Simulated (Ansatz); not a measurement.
# BClH2NO: the cost of one run

Method: UKS B3LYP-D4/def2-SVP, in Ansatz 0.2.0.

## Step 1: The structure to begin with

Bond lengths: N1–B2 1.514 Å, B2–O3 1.254 Å, B2–Cl4 1.772 Å, N1–H5 1.012 Å, N1–H6 1.012 Å. Angles: N1–B2–O3 115.2°, N1–B2–Cl4 115.1°, O3–B2–Cl4 129.7°, B2–N1–H5 113.1°, B2–N1–H6 113.1°, H5–N1–H6 108.8°.

Structure file:

```xyz
6

N    -0.2120    0.8096   -0.0912
B     0.0800   -0.6735   -0.0039
O     1.0616   -0.9832    0.7124
Cl   -1.0192   -1.7124   -0.9266
H     0.5502    1.3410   -0.4914
H    -0.4606    1.2185    0.8006
```

## Step 2: Relaxing end A

The input, input.yaml:

```yaml
crystal:
  periodic: [false, false, false]
  atoms:
    - { symbol: "N", position_ang: [-0.21197, 0.80962, -0.09116] }
    - { symbol: B, position_ang: [0.07996, -0.67349, -0.00386] }
    - { symbol: O, position_ang: [1.06161, -0.98317, 0.71242] }
    - { symbol: Cl, position_ang: [-1.01923, -1.7124, -0.92664] }
    - { symbol: H, position_ang: [0.55023, 1.34098, -0.4914] }
    - { symbol: H, position_ang: [-0.4606, 1.21846, 0.80063] }
magnetization:
  spin_polarized: true
  initial_magnetization: 1
basis:
  gaussian: { orbitals: def2-SVP }
hamiltonian:
  xc: b3lyp
  dispersion: d4
relax:
  f_tol: 0.02
  max_steps: 50
```

Command:

```bash
$ ansatz run input.yaml --threads 2 --pin off --max-ram 3072MiB --backend cpu --events-out ev --progress --plain --runs-dir out
```

What time and memory should one allow on 2 threads of Arm Neoverse V1, shared host?

About 45 s, with a peak of 0.18 GiB.
